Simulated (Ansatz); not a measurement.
# AgB2: how the settings move a relaxation

How sensitive is a relaxation of AgB2 to its settings? A reference run comes first, then one run with altered input.

Method: reference: DFT, PBE, PAW with Ansatz's default frozen-core files, scalar-relativistic, in Ansatz 0.2.0.

**1. The structure to begin with**

The structure is hexagonal, space group P6/mmm (No. 191). Conventional cell: a = 3.000 Å, b = 3.000 Å, c = 3.240 Å, α = 90.00°, β = 90.00°, γ = 120.00°. Ag (site symmetry 6/mmm) has 12 B at 2.37 Å as nearest neighbours. Around B (site symmetry -6m2) lie 3 B at 1.73 Å and 6 Ag at 2.37 Å.

As a file:

```cif
data_structure
_symmetry_space_group_name_H-M 'P6/mmm'
_symmetry_Int_Tables_number 191
_cell_length_a 3.0000
_cell_length_b 3.0000
_cell_length_c 3.2400
_cell_angle_alpha 90.000
_cell_angle_beta 90.000
_cell_angle_gamma 120.000
_cell_volume 25.25
loop_
_atom_site_label
_atom_site_type_symbol
_atom_site_symmetry_multiplicity
_atom_site_Wyckoff_symbol
_atom_site_fract_x
_atom_site_fract_y
_atom_site_fract_z
_atom_site_occupancy
Ag1 Ag 1 a 0.00000 0.00000 0.00000 1
B1 B 2 d 0.33333 0.66667 0.50000 1
```

**2. The reference run**

input.yaml

```yaml
crystal:
  lattice:
    - [3.0, 0.0, 0.0]
    - [-1.5, 2.5980762114, 0.0]
    - [0.0, 0.0, 3.24]
  atoms:
    - { symbol: Ag, position: [0.0, 0.0, 0.0] }
    - { symbol: B, position: [0.3333333333, 0.6666666667, 0.5] }
    - { symbol: B, position: [0.6666666667, 0.3333333333, 0.5] }
kpoints:
  mp_grid: { grid: [14, 14, 11] }
scf:
  occupations: { method: fermi_dirac, width: 0.05 }
hamiltonian:
  xc: pbe
  pseudopotentials: { kind: paw }
output:
  forces: true
  stress: true
  write_density: true
  write_potential: true
  elf: true
  volumetric_format: npy
relax:
  f_tol: 0.005
  max_steps: 50
  cell: {}
```

The run is started by

```sh
ansatz run input.yaml --threads 1 --pin off --max-ram 3072MiB --backend cpu --events-out ev --progress --plain --runs-dir out
```

**3. Changing settings: mp_grid.grid [9, 9, 7]**

Changes to input.yaml since step 2:

```diff
@@ -10,3 +10,3 @@
 kpoints:
-  mp_grid: { grid: [14, 14, 11] }
+  mp_grid: { grid: [9, 9, 7] }
 scf:
@@ -19,6 +19,2 @@
   stress: true
-  write_density: true
-  write_potential: true
-  elf: true
-  volumetric_format: npy
 relax:
```

**Question.** What will these runs give? Wanted: for each run, ending; energy change; pressure; gap; force.

As calculated:

```tsv
run	ending	energy change	pressure (GPa)	gap (eV)	force (eV/Å)	cycles	time
reference	converged	0	0.0	0.00	0.00	72	44 s
1: mp_grid.grid [9, 9, 7]	converged	+4.2 meV/atom	0.0	0.00	0.00	73	15 s
```

Times don't compare one to one where runs were asked for different outputs or read a saved state (see the inputs); cycles may leave out searches for a lower state.

**Reading.** Changing the k-point mesh moves the energy by +4.2 meV/atom. Sampling errors of the energy have no fixed sign.
